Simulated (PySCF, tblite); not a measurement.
**C6H8NO2 radical: geometry, infrared bands and EPR parameters**

Wanted: the infrared bands and EPR parameters of C6H8NO2 radical (`[NH]C(=O)CC/C=C\C=O`), by calculation.

Programs: tblite 0.8.0 and PySCF 2.14.0, with density-fitted response routines of our own. Each step states its level of theory. These are calculated values for one molecule in the gas phase, unless marked as measured. Atoms are numbered from 0 throughout.

### Step 1. Starting geometry

17 atoms, charge 0, multiplicity 2; geometry from: force field or distance geometry start.

Bonds of the start (Å): N0–C1 1.41, C1–O2 1.29, C1–C3 1.48, C3–C4 1.53, C4–C5 1.49, C5–C6 1.31, C6–C7 1.45, C7–O8 1.25, N0–H9 1.06, C3–H10 1.11, C3–H11 1.09, C4–H12 1.09, C4–H13 1.11, C5–H14 1.07, C6–H15 1.09, C7–H16 1.08.

### Step 2. Relaxing the molecule with GFN2-xTB

The job: settings as JSON, then the geometry in Å.

```
{"job": {"kind": "relax", "xc": "GFN2-xTB", "basis": "xTB"}, "charge": 0, "multiplicity": 2}
N     -3.350400     1.117200    -0.729800
C     -2.332300     0.487900     0.008700
O     -2.453500     0.225900     1.267200
C     -1.055500     0.094800    -0.619000
C     -0.098300    -0.573700     0.362500
C      1.098900    -0.892000    -0.458300
C      2.283400    -0.409100    -0.192300
C      2.606000     0.482200     0.907500
O      3.795400     0.847600     1.026300
H     -4.237400     1.371000    -0.213000
H     -1.313600    -0.687600    -1.366200
H     -0.554100     0.906700    -1.143900
H      0.113000     0.011800     1.253000
H     -0.465800    -1.571800     0.688000
H      0.957500    -1.545700    -1.296900
H      3.101600    -0.710000    -0.838700
H      1.898100     0.856900     1.634000
```

On the command line:

```console
$ OMP_NUM_THREADS=1 python probes_run.py task.json out
```

This one command runs all jobs of the session in turn.

The program printed:

```text
step      E/eV     max force
  0    -756.84428    3.874
  1    -757.22086    4.236
  2    -757.38956    1.428
  3    -757.46615    1.085
  4    -757.54639    1.030
  5    -757.61341    0.822
  6    -757.64235    0.733
  7    -757.65967    0.347
  8    -757.66909    0.248
  9    -757.67510    0.170
 10    -757.67876    0.150
 11    -757.68165    0.124
 12    -757.68345    0.102
 13    -757.68518    0.091
 14    -757.68684    0.125
 15    -757.68818    0.089
 16    -757.68909    0.074
 17    -757.68979    0.074
 18    -757.69048    0.068
 19    -757.69109    0.059
 20    -757.69148    0.042
 21    -757.69175    0.042
 22    -757.69202    0.039
 23    -757.69228    0.039
 24    -757.69252    0.037
 25    -757.69276    0.040
 26    -757.69308    0.051
 27    -757.69348    0.050
 28    -757.69383    0.043
 29    -757.69409    0.033
 30    -757.69428    0.034
 31    -757.69450    0.037
 32    -757.69472    0.040
 33    -757.69491    0.032
 34    -757.69505    0.028
 35    -757.69517    0.031
 36    -757.69529    0.028
 37    -757.69540    0.023
 38    -757.69549    0.022
 39    -757.69557    0.019
 40    -757.69565    0.021
 41    -757.69573    0.021
 42    -757.69580    0.017
 43    -757.69585    0.020
 44    -757.69591    0.019
 45    -757.69596    0.020
 46    -757.69600    0.020
 47    -757.69605    0.018
 48    -757.69610    0.020
 49    -757.69615    0.018
 50    -757.69620    0.015
 51    -757.69624    0.017
 52    -757.69628    0.018
 53    -757.69633    0.019
 54    -757.69637    0.015
 55    -757.69640    0.015
 56    -757.69643    0.013
 57    -757.69646    0.014
 58    -757.69649    0.016
 59    -757.69651    0.018
 60    -757.69655    0.017
 61    -757.69660    0.022
 62    -757.69667    0.026
 63    -757.69675    0.020
 64    -757.69681    0.020
 65    -757.69687    0.020
 66    -757.69693    0.018
 67    -757.69700    0.025
 68    -757.69710    0.027
 69    -757.69724    0.028
 70    -757.69739    0.028
 71    -757.69750    0.020
 72    -757.69756    0.019
 73    -757.69759    0.011
 74    -757.69760    0.009
```

Run time: 1.7 s. Hardware: 1 thread of Intel Xeon at 2.50GHz, shared host.

Step by step: (not every step is listed)

| step | energy from step 0 (eV) | largest force (eV/Å) |
| --- | --- | --- |
| 0 | 0.0000 | 3.8744 |
| 1 | -0.3766 | 4.2358 |
| 2 | -0.5453 | 1.4282 |
| 3 | -0.6219 | 1.0852 |
| 4 | -0.7021 | 1.0303 |
| 5 | -0.7691 | 0.8225 |
| 6 | -0.7981 | 0.7335 |
| 7 | -0.8154 | 0.3470 |
| 8 | -0.8248 | 0.2480 |
| 14 | -0.8426 | 0.1247 |
| 20 | -0.8472 | 0.0417 |
| 26 | -0.8488 | 0.0510 |
| 32 | -0.8504 | 0.0397 |
| 38 | -0.8512 | 0.0225 |
| 44 | -0.8516 | 0.0186 |
| 50 | -0.8519 | 0.0149 |
| 56 | -0.8521 | 0.0128 |
| 62 | -0.8524 | 0.0256 |
| 68 | -0.8528 | 0.0272 |
| 69 | -0.8530 | 0.0283 |
| 70 | -0.8531 | 0.0282 |
| 71 | -0.8532 | 0.0201 |
| 72 | -0.8533 | 0.0188 |
| 73 | -0.8533 | 0.0106 |
| 74 | -0.8533 | 0.0088 |

Close pairs (by a distance rule), those that changed most:

| bond | before (Å) | after (Å) | change (Å) |
| --- | --- | --- | --- |
| N0–C1 | 1.406 | 1.296 | -0.110 |
| C1–O2 | 1.291 | 1.244 | -0.047 |
| N0–H9 | 1.057 | 1.012 | -0.046 |
| C7–O8 | 1.250 | 1.205 | -0.045 |
| C1–C3 | 1.476 | 1.509 | +0.033 |
| C5–C6 | 1.307 | 1.337 | +0.030 |
| C7–H16 | 1.081 | 1.106 | +0.025 |
| C3–H10 | 1.112 | 1.091 | -0.021 |

The end geometry stands in the next job.

### Step 3. Vibrational analysis with GFN2-xTB

The job: settings as JSON, then the geometry in Å.

```
{"job": {"kind": "ir", "xc": "GFN2-xTB", "basis": "xTB"}, "charge": 0, "multiplicity": 2}
N     -3.354638     0.996287    -0.641141
C     -2.393964     0.459096     0.043088
O     -2.599062     0.266582     1.254713
C     -1.108486     0.109732    -0.666125
C     -0.114277    -0.549933     0.295741
C      1.143963    -0.902136    -0.412688
C      2.383192    -0.468058    -0.161669
C      2.761960     0.471252     0.885509
O      3.891239     0.826152     1.108426
H     -4.207169     1.227486    -0.147400
H     -1.348988    -0.552268    -1.499828
H     -0.692589     1.029695    -1.082132
H      0.057549     0.111757     1.143586
H     -0.568610    -1.468105     0.680365
H      1.007655    -1.593709    -1.237078
H      3.211507    -0.818567    -0.763707
H      1.923719     0.866769     1.489353
```

The program printed:

```text
mode    cm-1     km/mol
  1     -33.8      0.99
  2      13.9      0.74
  3      54.0      1.90
  4     110.2     13.70
  5     127.9      1.03
  6     226.9      8.23
  7     232.5      1.35
  8     368.3      3.75
  9     412.0      6.46
 10     455.8     19.66
 11     478.8     17.70
 12     546.3     41.73
 13     614.3      1.70
 14     622.5    132.60
 15     762.6     22.08
 16     797.2      5.17
 17     901.0     11.50
 18     911.1      8.71
 19     947.8      6.05
 20     978.8     10.53
 21    1003.7     82.97
 22    1029.5    488.55
 23    1079.1      2.58
 24    1083.9      7.01
 25    1139.2     22.92
 26    1218.3      6.55
 27    1230.1      1.94
 28    1242.5     10.38
 29    1302.4      6.99
 30    1339.3      4.52
 31    1373.0     11.26
 32    1437.0     27.17
 33    1461.6      4.07
 34    1481.0     34.84
 35    1537.3    140.18
 36    1651.5    129.77
 37    1735.5    476.90
 38    2772.2     75.06
 39    2957.4      3.42
 40    2979.5     15.22
 41    2991.1      6.81
 42    3017.7      7.23
 43    3035.7     29.72
 44    3069.9     19.47
 45    3413.3     26.10
```

It took 2.1 s on 1 thread of Intel Xeon at 2.50GHz, shared host.

The strongest bands and the atoms that carry them (share of the mass-weighted mode):

| cm⁻¹ | km/mol | atoms |
| --- | --- | --- |
| 546 | 41.7 | N0 23 %, O2 23 %, C1 18 %, C3 12 % |
| 622 | 132.6 | H9 85 % |
| 1004 | 83.0 | C7 12 %, C4 11 % |
| 1030 | 488.6 | H9 57 %, N0 17 % |
| 1537 | 140.2 | C1 66 %, O2 18 %, N0 13 % |
| 1652 | 129.8 | C5 46 %, C6 44 % |
| 1736 | 476.9 | C7 56 %, O8 39 % |
| 2772 | 75.1 | H16 94 % |

### Step 4. g tensor and hyperfine couplings: B3LYP/pcH-1

Same as in step 3 but for these lines:

```diff
@@ -1,2 +1,2 @@
-{"job": {"kind": "ir", "xc": "GFN2-xTB", "basis": "xTB"}, "charge": 0, "multiplicity": 2}
+{"job": {"kind": "epr", "basis": "pcH-1"}, "charge": 0, "multiplicity": 2}
 N     -3.354638     0.996287    -0.641141
```

Method: UKS B3LYP, pcH-1 on C H N O, non-relativistic, mean-field spin-orbit, GIAO.

The program printed:

```text
UKS, coarse grid
  cycle   1  E = -438.31511470  |g| = 8.15e-01
  cycle   2  E = -436.46773223  |g| = 2.07e+00
  cycle   3  E = -438.49099417  |g| = 4.26e-01
  cycle   4  E = -438.57596859  |g| = 1.15e-01
  cycle   5  E = -438.57664229  |g| = 1.22e-01
  cycle   6  E = -438.58270995  |g| = 2.53e-02
  cycle   7  E = -438.58298139  |g| = 1.76e-02
  cycle   8  E = -438.58316399  |g| = 6.41e-03
  cycle   9  E = -438.58320175  |g| = 4.67e-03
  cycle  10  E = -438.58322157  |g| = 1.32e-03
  cycle  11  E = -438.58322599  |g| = 8.37e-04
UKS, final grid
  cycle   1  E = -438.58329008  |g| = 9.70e-04
  cycle   2  E = -438.58329408  |g| = 1.45e-03
  cycle   3  E = -438.58329634  |g| = 7.43e-04
  cycle   4  E = -438.58329777  |g| = 7.26e-04
  cycle   5  E = -438.58327442  |g| = 6.84e-04
  cycle   6  E = -438.58325677  |g| = 5.83e-04
  cycle   7  E = -438.58325107  |g| = 4.51e-04
  cycle   8  E = -438.58324634  |g| = 3.81e-04
  cycle   9  E = -438.58324356  |g| = 2.14e-04
  cycle  10  E = -438.58324355  |g| = 6.67e-05
  cycle  11  E = -438.58324356  |g| = 5.76e-05
  cycle  12  E = -438.58324356  |g| = 2.79e-05
E = -438.58324356 Eh   <S^2> = 0.7742 (exact 0.7500)
g shifts (ppm)      1          2          3
  rmc          -261       -261       -261
  gc            -22         46         57
  oz_so          33       1501      67062
  total        -250       1348      66921
hyperfine (MHz)  atom isotope    a_iso     a_fc   dipolar eigenvalues
    0   14N      22.87      22.87    -32.60    -32.32     64.91
    1   13C     -42.67     -42.67    -28.62     10.10     18.52
    2   17O     -26.74     -26.74   -138.10     68.82     69.29
    3   13C       0.07       0.07     -0.66     -0.44      1.10
    4   13C      -1.41      -1.41     -0.63      0.03      0.61
    5   13C       0.04       0.04     -0.20     -0.14      0.34
    6   13C      -0.05      -0.05     -0.12     -0.08      0.20
    7   13C      -0.00      -0.00     -0.10     -0.09      0.18
    8   17O      -0.01      -0.01     -0.07     -0.00      0.07
    9    1H     -46.89     -46.89    -35.85     -8.91     44.75
   10    1H      -6.81      -6.81     -2.89     -2.04      4.92
   11    1H      -8.00      -8.00     -2.87     -1.94      4.82
   12    1H       2.60       2.60     -2.05     -1.71      3.75
   13    1H       3.42       3.42     -1.92     -1.60      3.53
   14    1H      -0.02      -0.02     -0.58     -0.50      1.08
   15    1H      -0.00      -0.00     -0.26     -0.23      0.49
   16    1H       0.03       0.03     -0.55     -0.50      1.06
```

It took 4.2 min on 1 thread of Intel Xeon at 2.50GHz, shared host; peak memory 0.97 GiB.

Principal g values 2.00207, 2.00367, 2.06924; g(iso) = 2.02499, against 2.00232 for a free electron. They are not to be trusted: the run shows a large g shift, which the driver flags as unsure.

Hyperfine couplings; where a row names several nuclei, a(iso) is their mean (it holds for fast rotation or exchange) and the dipolar term the largest among them:

| nuclei | isotope | a(iso) (MHz) | a(iso) (G, at g = 2.0023) | largest dipolar term (MHz) |
| --- | --- | --- | --- | --- |
| H9 | 1H | -46.9 | -16.7 | 44.8 |
| C1 | 13C | -42.7 | -15.2 | -28.6 |
| O2 | 17O | -26.7 | -9.5 | -138.1 |
| N0 | 14N | 22.9 | 8.2 | 64.9 |
| H10, H11 | 1H | -7.4 | -2.6 | 4.9 |
| H12, H13 | 1H | 3.0 | 1.1 | 3.8 |
| C4 | 13C | -1.4 | -0.5 | -0.6 |
| C3 | 13C | 0.1 | 0.0 | 1.1 |
| C6 | 13C | 0.0 | 0.0 | 0.2 |
| C5 | 13C | 0.0 | 0.0 | 0.3 |
| H16 | 1H | 0.0 | 0.0 | 1.1 |
| H14 | 1H | 0.0 | 0.0 | 1.1 |
| O8 | 17O | 0.0 | 0.0 | 0.1 |
| H15 | 1H | 0.0 | 0.0 | 0.5 |

Mulliken spin populations:

N0 0.74; C1 -0.18; O2 0.46; C3 0.01; C4 0.00; C5 0.00; C6 0.00; C7 0.00; O8 0.00; H9 -0.02; H10 0.00; H11 0.00; H12 0.00; H13 0.00; H14 0.00; H15 0.00; H16 0.00

Orbitals, density, ELF and potential are computed afterwards from the orbital file.

ELF in a plane through or near 8 of the atoms.

Values, 10 rows by 14 columns:
```
0.00 0.00 0.00 0.00 0.00 0.00 0.00 0.00 0.00 0.00 0.00 0.00 0.00 0.00
0.00 0.00 0.00 0.00 0.00 0.01 0.00 0.00 0.00 0.00 0.00 0.00 0.00 0.00
0.00 0.00 0.14 0.60 0.01 0.88 0.06 0.00 0.00 0.01 0.00 0.00 0.00 0.00
0.00 0.00 0.59 0.76 0.46 1.00 0.05 0.17 0.01 0.22 0.04 0.46 0.06 0.00
0.00 0.00 0.62 0.75 0.36 0.30 0.07 0.22 0.25 0.39 0.69 1.00 0.81 0.00
0.00 0.00 0.02 0.04 0.55 0.68 0.47 0.60 0.30 0.66 0.68 0.64 0.07 0.00
0.00 0.00 0.03 0.99 0.98 0.58 0.57 0.11 0.98 0.31 0.33 0.33 0.00 0.00
0.00 0.00 0.00 0.74 0.44 0.28 0.94 0.02 0.99 0.81 0.00 0.00 0.00 0.00
0.00 0.00 0.00 0.00 0.00 0.06 0.47 0.00 0.06 0.01 0.00 0.00 0.00 0.00
0.00 0.00 0.00 0.00 0.00 0.00 0.00 0.00 0.00 0.00 0.00 0.00 0.00 0.00
```
The map spans 13.8 Å across and 9.1 Å up, centred on the molecule. Atoms in the plane (x, y in Å): C3 (1.2, -0.5), C6 (-2.4, -0.4), C7 (-2.8, 1.0), O8 (-3.9, 1.4), H9 (4.3, 0.6), H10 (1.4, -1.5), H15 (-3.2, -1.1), H16 (-1.9, 1.7).

On the surface of density 0.002 e/bohr³ the electrostatic potential runs, from the 1st to the 99th percentile, from -1.71 V near O8 to 1.80 V near H9.

The spin density lies nearest to N0 50 %; O2 35 %; C1 9 % (beta excess).

### Step 5. Summary of results

| quantity | value |
| --- | --- |
| strongest single infrared mode (GFN2-xTB) | 1030 cm⁻¹, 489 km/mol |
| zero-point energy (GFN2-xTB) | 80.3 kcal/mol |
| g(iso) (B3LYP) | 2.02499 |
| ⟨S²⟩ | 0.774 (exact 0.75) |
| largest a(iso) (averaged by class) | 1H on H9, -46.9 MHz |
| surface potential, 1st and 99th percentile | -1.71 V and 1.80 V |
| property runs in this session | 1, of which 0 failed and 1 gave unsound results |

What this shows: Over 74 steps the energy fell by 0.853 eV; of the close pairs, N0–C1 changed most, 1.406 to 1.296 Å. The lowest mode is imaginary (34i cm⁻¹), so the xTB geometry is not a minimum. The strongest single mode, at 1030 cm⁻¹, moves mainly H9. Unscaled tight-binding wavenumbers are off by several per cent, some by more. Its intensities can rank the bands wrongly. N0 carries the largest spin population, 0.74 e. The isotropic g lies 22.7 ppt above the free-electron value. These values are not to be trusted: the run shows a large g shift, which the driver flags as unsure.
